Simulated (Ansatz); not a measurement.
# C4H3F7: the cost of one run

The runs use Ansatz 0.2.0, Gaussian basis; one geometry, several basis sets.

The runs, in order: PBE0-D4/def2-SVP; ωB97M-V/def2-SVP; PBE0-D4/def2-QZVPP; ωB97M-V/def2-QZVPP; the functionals' def2-TZVPP values are taken from earlier runs.

## 1. Structure used throughout

The geometry comes from an earlier relaxation with PBE0-D4 in a triple-zeta def2 set; it is a stationary point, not always the lowest conformer.

14 atoms, charge 0, spin multiplicity 1.

Atoms are counted from 1 here; the program's logs count them from 0.

Bond lengths: F1–C2 1.345 Å, C2–F3 1.357 Å, C2–C4 1.520 Å, C2–H12 1.093 Å, C4–F5 1.366 Å, C4–C6 1.530 Å, C4–H13 1.094 Å, C6–F7 1.355 Å, C6–F8 1.343 Å, C6–C9 1.537 Å, C9–F10 1.342 Å, C9–F11 1.350 Å, C9–H14 1.091 Å. Angles: F1–C2–F3 107.9°, F1–C2–C4 108.8°, F1–C2–H12 109.0°, F3–C2–C4 109.5°, F3–C2–H12 109.1°, C4–C2–H12 112.5°, C2–C4–F5 106.9°, C2–C4–C6 114.0°, C2–C4–H13 109.5°, F5–C4–C6 107.8°, F5–C4–H13 109.3°, C6–C4–H13 109.3°, C4–C6–F7 109.7°, C4–C6–F8 107.9°, C4–C6–C9 115.2°, F7–C6–F8 107.9°, F7–C6–C9 107.4°, F8–C6–C9 108.5° and more.

## 2. PBE0-D4 in def2-SVP

in.yaml reads:

```yaml
crystal:
  periodic: [false, false, false]
  atoms:
    - {symbol: F, position_ang: [-0.654871, 1.001105, -2.591982]}
    - {symbol: C, position_ang: [0.130302, 0.670942, -1.550962]}
    - {symbol: F, position_ang: [0.651088, -0.558200, -1.796024]}
    - {symbol: C, position_ang: [-0.721354, 0.619932, -0.292508]}
    - {symbol: F, position_ang: [-1.180898, 1.887496, -0.072862]}
    - {symbol: C, position_ang: [0.042545, 0.176344, 0.957338]}
    - {symbol: F, position_ang: [1.178605, 0.905179, 1.080147]}
    - {symbol: F, position_ang: [-0.730327, 0.432079, 2.025203]}
    - {symbol: C, position_ang: [0.441848, -1.308003, 0.988698]}
    - {symbol: F, position_ang: [0.889061, -1.603711, 2.218671]}
    - {symbol: F, position_ang: [-0.651230, -2.059083, 0.736122]}
    - {symbol: H, position_ang: [0.945453, 1.395729, -1.476277]}
    - {symbol: H, position_ang: [-1.570799, -0.049899, -0.453744]}
    - {symbol: H, position_ang: [1.217578, -1.539210, 0.256980]}
basis:
  gaussian: {orbitals: def2-SVP}
hamiltonian: {xc: pbe0, dispersion: d4}
output: {orbitals: {seedname: orbitals}}
```

Started as:

```sh
ansatz run in.yaml --threads 4 --pin off --events-out ev --progress --plain --max-ram 66560MiB --backend cpu
```

**Question.** How long does this run take on 4 threads of AMD EPYC 7R13, shared host, and how much memory does it need?

About 3.1 s, with a peak of 0.66 GiB.
